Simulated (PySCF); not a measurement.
The system is AlCl (aluminium monochloride), in a box.

```
Al Cl
1.0
     9.00000    0.00000    0.00000
     0.00000    9.00000    0.00000
     0.00000    0.00000   12.00000
Al Cl
1 1
Direct
  0.50470 0.50598 0.41981
  0.50411 0.49834 0.59410
```

The cell isn't the ideal one: atoms moved at random, drawn with an rms of 0.05 Å.

Base run:

| Quantity | Value |
| --- | --- |
| Program | PySCF 2.14.0 |
| Functional | PBE |
| Potentials or basis | 6-31g* (all-electron) |
| k mesh | 1 × 1 × 1 |
| Occupations | fixed |
| Spin | no spin polarisation |

Its results: gap between the frontier levels 3.70 eV.

**Question.** After a change of settings the same cell gave: gap between the frontier levels 5.49 eV. Which change was it?
A. functional from PBE to CAM-B3LYP; dispersion from none to D3(BJ)
B. functional from PBE to M06
C. functional from PBE to LC-wPBE; dispersion from none to D3(BJM)
D. functional from PBE to revPBE; dispersion from none to D3(BJ)

**Answer.** B.

M06 gives the wider gap, since exact exchange removes part of the self-interaction.

Caveats: this is a molecule in a periodic box at the Γ point, so its band gap is the HOMO-LUMO gap; the basis of atomic orbitals isn't converged, which shifts pressures, moduli and gaps.
